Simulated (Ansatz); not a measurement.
# GaH6O2P: the cost of one run

All numbers below are computed with Ansatz 0.2.0 (UKS PBE/def2-SVP).

### Step 1. The structure to begin with

Bond lengths: Ga1–O3 1.753 Å, Ga1–O4 1.755 Å, Ga1–P6 2.671 Å, O3–H7 0.956 Å, O4–H8 0.953 Å, P6–H9 1.410 Å, P6–H10 1.393 Å. Angles: Ga1–O3–H7 123.7°, O3–Ga1–O4 116.4°, O3–Ga1–P6 115.2°, O4–Ga1–P6 126.5°, Ga1–O4–H8 130.7°, Ga1–P6–H9 127.6°, Ga1–P6–H10 85.1°, H9–P6–H10 91.5°.

Structure file:

```xyz
10

Ga   -0.4895    0.5678   -0.0914
H     1.4505    0.6422    0.4744
O    -0.4059    1.0111   -1.7849
O    -1.6633    1.4341    0.8848
H     1.7737   -0.2403    0.7390
P     0.7262   -1.7227    0.5480
H    -0.9139    1.7218   -2.1729
H    -1.9339    1.3067    1.7895
H     0.2389   -3.0335    0.3685
H     1.2173   -1.6872   -0.7552
```

### Step 2. Run 1

150 steps of 0.5 fs at constant energy, with velocities drawn for 100 K.

Contents of input.yaml:

```yaml
crystal:
  periodic: [false, false, false]
  atoms:
    - { symbol: Ga, position_ang: [-0.4895, 0.5678, -0.0914] }
    - { symbol: H, position_ang: [1.4505, 0.6422, 0.4744] }
    - { symbol: O, position_ang: [-0.4059, 1.0111, -1.7849] }
    - { symbol: O, position_ang: [-1.6633, 1.4341, 0.8848] }
    - { symbol: H, position_ang: [1.7737, -0.2403, 0.739] }
    - { symbol: P, position_ang: [0.7262, -1.7227, 0.548] }
    - { symbol: H, position_ang: [-0.9139, 1.7218, -2.1729] }
    - { symbol: H, position_ang: [-1.9339, 1.3067, 1.7895] }
    - { symbol: H, position_ang: [0.2389, -3.0335, 0.3685] }
    - { symbol: H, position_ang: [1.2173, -1.6872, -0.7552] }
magnetization:
  spin_polarized: true
basis:
  gaussian: { orbitals: def2-SVP }
hamiltonian:
  xc: pbe
md:
  timestep: 0.5
  n_steps: 150
  ensemble: nve
  temperature: 100.0
  initial_velocities: maxwell_boltzmann
  seed: 522833
```

On the command line:

```
$ ansatz run input.yaml --threads 2 --pin off --max-ram 3072MiB --backend cpu --events-out ev --progress --plain --runs-dir out
```

Q: Estimate wall time and peak memory on 2 threads of Arm Neoverse N1, shared host.

About 12 min, with a peak of 0.21 GiB.
